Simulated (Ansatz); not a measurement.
# CH4BFO2: up Jacob's ladder to CCSD(T)

The task here is to estimate one member of a computed series from the others.

Program: Ansatz 0.2.0, Gaussian basis. Level of theory: functionals in def2-TZVPP, the program's frozen cores in correlated methods. These are calculated values, not measurements.

Levels to be run: PBE-D4, r2SCAN-D4, PBE0-D4, B3LYP-D4, ωB97X-V, ωB97M-V, B2PLYP; CCSD(T)/def2-TZVPP; CCSD(T)/def2-QZVPP; extrapolation to the limit.

### The relaxed structure

All runs share one geometry, relaxed beforehand with PBE0-D4 in a triple-zeta def2 set.

9 atoms, charge 0, spin multiplicity 1.

Atoms are counted from 1 here; the program's logs count them from 0.

Bond lengths: C1–O2 1.414 Å, C1–H6 1.092 Å, C1–H7 1.091 Å, C1–H8 1.092 Å, O2–B3 1.354 Å, B3–O4 1.355 Å, B3–F5 1.333 Å, O4–H9 0.960 Å. Angles: O2–C1–H6 108.8°, O2–C1–H7 111.8°, O2–C1–H8 109.0°, H6–C1–H7 109.2°, H6–C1–H8 108.8°, H7–C1–H8 109.2°, C1–O2–B3 122.6°, O2–B3–O4 121.1°, O2–B3–F5 121.5°, O4–B3–F5 117.5°, B3–O4–H9 112.0°.

The first run:

in.yaml

```yaml
crystal:
  periodic: [false, false, false]
  atoms:
    - {symbol: C, position_ang: [-0.153920, 0.000595, -1.357120]}
    - {symbol: O, position_ang: [0.273344, -0.468092, -0.092770]}
    - {symbol: B, position_ang: [0.004155, 0.192030, 1.058168]}
    - {symbol: O, position_ang: [0.426938, -0.285815, 2.253317]}
    - {symbol: F, position_ang: [-0.684158, 1.333401, 1.060800]}
    - {symbol: H, position_ang: [0.719860, 0.129708, -1.998502]}
    - {symbol: H, position_ang: [-0.685642, 0.950510, -1.277991]}
    - {symbol: H, position_ang: [-0.813538, -0.744069, -1.806899]}
    - {symbol: H, position_ang: [0.912952, -1.108268, 2.160997]}
basis:
  gaussian: {orbitals: def2-TZVPP}
hamiltonian: {xc: pbe, dispersion: d4}
output: {forces: true, orbitals: {seedname: orbitals}}
```

On the command line:

```bash
$ ansatz run in.yaml --threads 2 --pin off --events-out ev --progress --plain --max-ram 32768MiB --backend cpu
```

Among the steps run: PBE-D4 (GGA); r2SCAN-D4 (meta-GGA); PBE0-D4 (hybrid); B3LYP-D4 (hybrid); ωB97X-V (range-separated); ωB97M-V (range-separated); B2PLYP (double hybrid); CCSD(T) in def2-TZVPP; CCSD(T) in def2-QZVPP.

One table of the session follows, with a row left open; its other results are not shown here.

```
            method  atomisation energy (kJ/mol)
            PBE-D4                       3970.9
         r2SCAN-D4                       3899.3
           PBE0-D4                       3875.9
          B3LYP-D4                       3874.0
           ωB97X-V                            ?
           ωB97M-V                       3894.6
            B2PLYP                       3852.5
     HF/def2-TZVPP                       2861.0
    MP2/def2-TZVPP                       3902.6
   CCSD/def2-TZVPP                       3727.6
CCSD(T)/def2-TZVPP                       3784.6
           MP2/CBS                       3999.2
       CCSD(T)/CBS                       3879.3
```

**Question.** Estimate the row for ωB97X-V.

As computed: atomisation energy (kJ/mol): 3876.4. In the column «atomisation energy (kJ/mol)» it lies between PBE0-D4 (3875.9) and CCSD(T)/CBS (3879.3).

Limits of these values: Free atoms (1 C, 2 O, 1 B, 1 F, 4 H) were run apart at each level; the atomisation energy is their sum less the molecule, without zero-point or spin-orbit terms.
